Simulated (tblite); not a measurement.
# CH9N3O2Si3: the cost of one run

The runs use tblite 0.8.0 and PySCF 2.14.0, with density-fitted response routines of our own; the level of theory stands in each step. All values are computed, except where a source is named. Atoms are numbered from 0 throughout.

**1. The molecule as given**

18 atoms, charge 0, multiplicity 1; geometry from: force field or distance geometry start.

Bonds of the start (Å): O0–C1 1.23, C1–N2 1.36, N2–Si3 1.70, Si3–O4 1.65, Si3–N5 1.68, N5–Si6 1.68, Si6–N7 1.68, N7–Si8 1.70, Si8–C1 1.95, N2–H9 1.02, Si3–H10 1.47, O4–H11 0.96, N5–H12 1.02, Si6–H13 1.47, Si6–H14 1.47, N7–H15 1.02, Si8–H16 1.48, Si8–H17 1.49.

**2. Geometry optimisation with GFN2-xTB**

Job settings and geometry (Å):

```
{"job": {"kind": "relax", "xc": "GFN2-xTB", "basis": "xTB"}, "charge": 0, "multiplicity": 1}
O      0.605400     3.051300    -0.478600
C      0.345000     1.855700    -0.412300
N     -0.937600     1.443800    -0.207900
Si    -1.605500    -0.115000    -0.140400
O     -2.991600     0.027900     0.742900
N     -0.648900    -1.047100     0.870600
Si     0.649000    -1.692400     0.014200
N      1.902600    -0.658600     0.443600
Si     1.918100     0.706800    -0.568800
H     -1.629500     2.192300    -0.152600
H     -1.874000    -0.724300    -1.449000
H     -2.861700     0.311100     1.654400
H     -1.213400    -1.824600     1.206000
H      0.438400    -1.851000    -1.436900
H      0.914800    -2.989900     0.646400
H      1.749100    -0.365600     1.410700
H      3.145900     1.444800    -0.182200
H      2.085100     0.241300    -1.971900
```

Launch:

```sh
> OMP_NUM_THREADS=1 python probes_run.py task.json out
```

One launch serves the whole session: the jobs run in the order shown.

**Question.** How long does this first job take on 1 thread of Arm Neoverse V1, shared host, and how much memory does it need?

About 2.4 s, with a peak of 0.18 GiB.
